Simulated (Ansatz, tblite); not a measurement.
# The cluster Si₆O+: rung by rung

Aim: run the doublet of the cluster Si₆O+ at one geometry on many levels, and compare frontier levels, spin and run time.

The runs use Ansatz 0.2.0, Gaussian basis; as each input shows.

Levels to be run: GFN1-xTB, GFN2-xTB, PBE-D4/def2-TZVP, r2SCAN-D4/def2-TZVP, r2SCANh-D4/def2-TZVP, ωB97M-V/def2-TZVP, HSE06-D4/def2-TZVP, PBE-D4/def2-SVP, PBE0-D4/def2-SVP, HF/STO-3G, CCSD(T)/def2-SVP, MP2/def2-TZVP.

2 further runs of the same task are left out: 2 set aside as unsound or not needed. Runs told in other sessions of the task aren't counted.

## 1. The geometry

The doublet was relaxed beforehand with r2SCAN-D4/def2-SVP. At that level it is the lowest of the isomers that a small search found.

7 atoms, charge 1, spin multiplicity 2.

Bond lengths: O1–Si3 1.579 Å, O1–Si6 1.773 Å, Si2–Si6 2.335 Å, Si2–Si7 2.413 Å, Si4–Si6 2.264 Å, Si4–Si7 2.288 Å, Si5–Si6 2.336 Å, Si5–Si7 2.414 Å. Angles: Si3–O1–Si6 178.1°, Si6–Si2–Si7 93.4°, Si6–Si4–Si7 98.8°, Si6–Si5–Si7 93.3°, O1–Si6–Si2 137.7°, O1–Si6–Si4 133.7°, O1–Si6–Si5 137.9°, Si2–Si6–Si4 69.3°, Si2–Si6–Si5 78.8° and more.

The ion is computed in the gas phase, without counter-ions or solvent.

PBE0-D4/def2-TZVP was run before; its log isn't repeated, and its numbers join the tables.

## 2. GFN1-xTB

Tight binding, by tblite at 300 K electronic temperature and without a spin-polarisation term:

```python
tblite.interface.Calculator('GFN1-xTB', numbers, positions, charge=1, uhf=1).singlepoint()
```

Energy -411.7744 eV; 0.01 s.

## 3. GFN2-xTB

Tight binding, by tblite at 300 K electronic temperature and without a spin-polarisation term:

```python
tblite.interface.Calculator('GFN2-xTB', numbers, positions, charge=1, uhf=1).singlepoint()
```

Energy -376.4795 eV; 0.019 s.

## 4. PBE-D4/def2-TZVP

start.molden holds the orbitals of an earlier run on this state, given as this run's starting guess.

in.yaml reads:

```yaml
crystal:
  periodic: [false, false, false]
  atoms:
    - {symbol: O, position_ang: [2.027308, 0.857343, 0.483294]}
    - {symbol: Si, position_ang: [-1.251226, 0.610448, -1.493753]}
    - {symbol: Si, position_ang: [3.433275, 1.473493, 0.852206]}
    - {symbol: Si, position_ang: [-1.547676, 0.001810, 1.032728]}
    - {symbol: Si, position_ang: [-0.449200, -1.975569, -0.282660]}
    - {symbol: Si, position_ang: [0.470046, 0.151133, 0.016225]}
    - {symbol: Si, position_ang: [-2.682526, -1.118658, -0.608039]}
basis:
  gaussian: {orbitals: def2-TZVP, initial_orbitals: start.molden}
total_charge: 1
magnetization: {spin_polarized: true, initial_magnetization: 1}
hamiltonian: {xc: pbe, dispersion: d4}
scf: {omitted_lower_state_checks: [starts]}
output: {forces: true, orbitals: {seedname: orbitals}}
```

Run with:

```sh
> ansatz run in.yaml --threads 4 --pin off --events-out ev --progress --plain --max-ram 4787MiB
```

After this run come: r2SCAN-D4/def2-TZVP; r2SCANh-D4/def2-TZVP; ωB97M-V/def2-TZVP; HSE06-D4/def2-TZVP; PBE-D4/def2-SVP; PBE0-D4/def2-SVP; HF/STO-3G; CCSD(T)/def2-SVP; MP2/def2-TZVP.

Before running them: what should the planned runs give, taken together? Wanted: gap in def2-TZVP, named functionals, smallest and largest; correlation energy, CCSD(T)/def2-SVP; correlation energy, MP2/def2-TZVP; ⟨S²⟩ in def2-TZVP, named functionals, smallest and largest; PBE0 total energy, smallest basis above largest.

**Answer**, as computed:

| quantity | value |
| --- | --- |
| gap in def2-TZVP, named functionals, smallest and largest | 0.64 eV (PBE-D4), 5.41 eV (ωB97M-V) |
| correlation energy, CCSD(T)/def2-SVP | -21.09 eV |
| correlation energy, MP2/def2-TZVP | -23.15 eV |
| ⟨S²⟩ in def2-TZVP, named functionals, smallest and largest | 0.761, 0.779 |
| PBE0 total energy, smallest basis above largest | 19.13 eV (def2-SVP, def2-TZVP) |

**Reading.** Over the named functionals in def2-TZVP the gap runs from 0.64 eV (PBE-D4) to 5.41 eV (ωB97M-V); exact exchange widens it. Over the named functionals in def2-TZVP spin contamination reaches 0.03 (r2SCANh-D4), which is small.
